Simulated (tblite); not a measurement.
# C5H12GaNS: the cost of one run

Programs: tblite 0.8.0 and PySCF 2.14.0, with density-fitted response routines of our own. Each step states its level of theory. These are calculated values for one molecule in the gas phase, unless marked as measured. Atoms count from 0, in the outputs and in this text.

### 1 The molecule as given

20 atoms, charge 0, multiplicity 1; geometry from: force field or distance geometry start.

Bonds of the start (Å): C0–C1 1.18, C1–Ga2 1.96, Ga2–N3 1.94, Ga2–C4 1.96, C4–C5 1.52, C4–C6 1.52, C6–S7 1.84, C0–H8 1.08, Ga2–H9 1.62, N3–H10 1.04, N3–H11 1.04, N3–H12 1.06, C4–H13 1.11, C5–H14 1.14, C5–H15 1.10, C5–H16 1.09, C6–H17 1.10, C6–H18 1.11, S7–H19 1.42.

### 2 Relaxing the molecule with GFN2-xTB

Job settings and geometry (Å):

```
{"job": {"kind": "relax", "xc": "GFN2-xTB", "basis": "xTB"}, "charge": 0, "multiplicity": 1}
C     -1.418200     2.670400    -1.332700
C     -1.316800     1.630800    -0.775800
Ga    -1.127300    -0.067700     0.182500
N     -2.439100    -1.341000    -0.456400
C      0.697100    -0.786300     0.132200
C      1.233700    -0.755600     1.554400
C      1.675700     0.017300    -0.703400
S      1.814500     1.719200    -0.028000
H     -1.518000     3.606900    -1.853500
H     -1.533300     0.169100     1.735200
H     -3.353800    -0.844800    -0.484200
H     -2.157200    -1.771000    -1.360800
H     -2.486100    -2.091300     0.295600
H      0.664900    -1.841700    -0.207800
H      0.982500     0.294800     1.916400
H      2.323600    -0.845200     1.622800
H      0.655900    -1.472300     2.138400
H      1.444400     0.010800    -1.783700
H      2.678000    -0.433400    -0.546400
H      3.174400     2.141700    -0.047700
```

Command:

```
> OMP_NUM_THREADS=1 python probes_run.py task.json out
```

One launch serves the whole session: the jobs run in the order shown.

**Question.** How long does this first job take on 1 thread of Arm Neoverse N1, shared host, and how much memory does it need?

About 2.7 s, with a peak of 0.18 GiB.
